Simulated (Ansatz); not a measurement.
Runs of Ansatz 0.2.0 on PtSe. The structure is cubic, space group Fm-3m (No. 225). Conventional cell: a = 5.597 Å, b = 5.597 Å, c = 5.597 Å, α = 90.00°, β = 90.00°, γ = 90.00°. Pt (site symmetry m-3m) has 6 Se at 2.80 Å as nearest neighbours. Se (site symmetry m-3m) is surrounded by 6 Pt at 2.80 Å. The cell comes from a database or a generator and needn't be the stable form of this composition.

```csv
task,level,cell,points for each segment of the path,gap on the mesh (eV),pressure (GPa),relaxed volume (Å³/atom)
relaxation of cell and atoms,HSEsol,relaxed,-,none,0.0,17.47
relaxation of cell and atoms,HSE03,relaxed,-,none,0.0,(b)
relaxation of cell and atoms,PBE0,relaxed,-,none,0.0,18.35
single point,PBE0,as given,-,none,(a),-
band structure,HSEsol,as given,4,none,-19.3,-
```

Alike in all rows: potentials or basis Ansatz PAW; no spin polarisation; k mesh 4 × 4 × 4; cutoff (eV) 420; smearing fermi-dirac 0.05 eV; the mesh is coarse, so values aren't converged.

Problem. Fill in the values left out.

Solution. (a) -16.0; (b) 18.02.

Caveats: all runs use coarse meshes; the PAW data sets come from PBE, with cores solved anew for the run's functional, which leaves a small shift of forces and pressure; the volume moved by over 15 % at a fixed basis, so the end points are rough (some runs); the plane-wave basis is chosen anew once the cell has moved, so the energies of steps on either side of that aren't comparable (some runs); so large a pressure means that the cell lies far from this level's equilibrium, or that cutoff or potentials fall short (some runs); the thresholds are loose for stress (some runs); spin-orbit coupling is left out, which moves the levels of the heavy elements (some runs).

A k mesh can miss the band edges, and the runs leave out spin-orbit coupling on Pt, Se.

A gap of «none» marks a metal or a gap under the smearing width.
